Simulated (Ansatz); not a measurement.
# NH3 (ammonia) at CAM-B3LYP/6-31G

Aim: the electronic atomisation energy of NH3 (ammonia) at CAM-B3LYP/6-31G, from 3 runs. 

The results are computed with Ansatz 0.2.0.

48 further runs of the same task are left out: 48 set aside as unsound or not needed.

### 1 The molecule

NH3 has 4 atoms, charge 0, and is taken as a singlet. SMILES: `N`. The coordinates come from a PBE0-D4/def2-TZVP relaxation.

Bond lengths: N1–H2 1.013 Å, N1–H3 1.013 Å, N1–H4 1.013 Å. Angles: H2–N1–H3 107.1°, H2–N1–H4 107.1°, H3–N1–H4 107.1°.

### 2 The energy at CAM-B3LYP/6-31G

Contents of run.yaml:

```yaml
basis:
  gaussian: {orbitals: 6-31G}
crystal:
  periodic: [false, false, false]
  atoms:
    - {symbol: "N", position_ang: [-0.069910, 0.249470, 0.110930]}
    - {symbol: H, position_ang: [0.490470, -0.301820, 0.749180]}
    - {symbol: H, position_ang: [-0.887480, -0.301940, -0.118910]}
    - {symbol: H, position_ang: [0.466920, 0.354280, -0.741200]}
accuracy: high
hamiltonian: {xc: {name: CAM-B3LYP}}
```

On the command line:

```console
$ ansatz run run.yaml --threads 1 --pin off --max-ram 3480MiB --events-out events.jsonl --progress --plain --runs-dir runs
```

The log of the run:

```text
Warning: RAYON_NUM_THREADS=1 ignored (pool sized by the plan → 1); use --threads N
Functional definition: CAM-B3LYP
  name "CAM-B3LYP"
  parameter alpha = 0.19
  parameter beta = 0.46
  parameter omega = 0.33/bohr
  parameter ac = 0.81
  exchange = (1 - alpha - beta)*b88_x + beta*b88_x_sr(omega) + alpha*exact_x + beta*exact_x_lr(omega)
  correlation = (1 - ac)*vwn5_c + ac*lyp_c
351 factors; integrals over basis functions are off by at most 8.1e-9 eV
146 factors; integrals over basis functions are off by at most 1.7e-9 eV
mean field evaluation 1: about -1533.8427 eV, gradient 4.2e1 eV
mean field evaluation 2: about -1533.7381 eV, gradient 4.2e1 eV
mean field evaluation 4: about -1537.3704 eV, gradient 7.7e-2 eV
mean field evaluation 8: about -1537.3646 eV, gradient 2.0e-4 eV
mean field -1537.36459196 eV, -56.4971066913 hartree, gradient 4.4e-8 eV, S^2 0.000000; 0 other end points of the search recorded, 0 dependent functions left out
reference -1537.36460197 eV, -56.4971070592 hartree; 5, 5 occupied and 10, 10 virtual orbitals, 351 factors
Total energy: -1537.36460197 eV, -56.4971070592 hartree
```

It took 0.3 s on 1 thread of Intel Xeon 6975P-C (Granite Rapids), shared host.

### 3 The H atom, same level

Contents of run.yaml:

```yaml
crystal:
  periodic: [false, false, false]
  atoms:
    - {symbol: H, position_ang: [0.000000, 0.000000, 0.000000]}
basis:
  gaussian:
    orbitals: 6-31G
accuracy: high
hamiltonian:
  xc: {name: CAM-B3LYP}
total_charge: 0
magnetization:
  spin_polarized: true
  initial_magnetization: 1
```

On the command line:

```console
$ ansatz run run.yaml --threads 1 --pin off --max-ram 3480MiB --events-out events.jsonl --progress --plain --runs-dir runs
```

The log of the run:

```text
Warning: RAYON_NUM_THREADS=1 ignored (pool sized by the plan → 1); use --threads N
Functional definition: CAM-B3LYP
  name "CAM-B3LYP"
  parameter alpha = 0.19
  parameter beta = 0.46
  parameter omega = 0.33/bohr
  parameter ac = 0.81
  exchange = (1 - alpha - beta)*b88_x + beta*b88_x_sr(omega) + alpha*exact_x + beta*exact_x_lr(omega)
  correlation = (1 - ac)*vwn5_c + ac*lyp_c
3 factors; integrals over basis functions are off by at most 5.4e-10 eV
3 factors; integrals over basis functions are off by at most 7.4e-10 eV
mean field evaluation 1: about -13.5153 eV, gradient 6.7e-1 eV
mean field evaluation 2: about -13.5194 eV, gradient 9.5e-2 eV
mean field evaluation 4: about -13.5193 eV, gradient 1.1e-4 eV
mean field evaluation 8: about -13.5193 eV, gradient 2.3e-10 eV
mean field -13.51934691 eV, -0.4968268353 hartree, gradient 1.6e-9 eV, S^2 0.750000; 0 other end points of the search recorded, 0 dependent functions left out
reference -13.51935546 eV, -0.4968271494 hartree; 1, 0 occupied and 1, 2 virtual orbitals, 3 factors
Total energy: -13.51935546 eV, -0.4968271494 hartree
```

It took 0.1 s on 1 thread of Intel Xeon 6975P-C (Granite Rapids), shared host.

### 4 The N atom

Contents of job.yaml:

```yaml
crystal:
  periodic: [false, false, false]
  atoms:
    - {symbol: N, position_ang: [0.000000, 0.000000, 0.000000]}
basis:
  gaussian: {orbitals: 6-31G}
hamiltonian: {xc: {name: CAM-B3LYP}}
accuracy: high
magnetization: {spin_polarized: true, initial_magnetization: 3}
```

Run the same way, it converges to -54.56131 Eh (log not shown).

### 5 Outcome

At CAM-B3LYP/6-31G:

```
                     quantity         value
       molecule: total energy  -56.49711 Eh
         H atom: total energy   -0.49683 Eh
                 H atom: ⟨S²⟩         0.750
         N atom: total energy  -54.56131 Eh
                 N atom: ⟨S²⟩         3.752
electronic atomisation energy     12.118 eV
```

**Reading.** Taking the molecule apart into free atoms costs 12.12 eV (279 kcal/mol), before zero-point energy and without spin-orbit coupling. The basis has no polarisation functions, which makes bonds too weak.
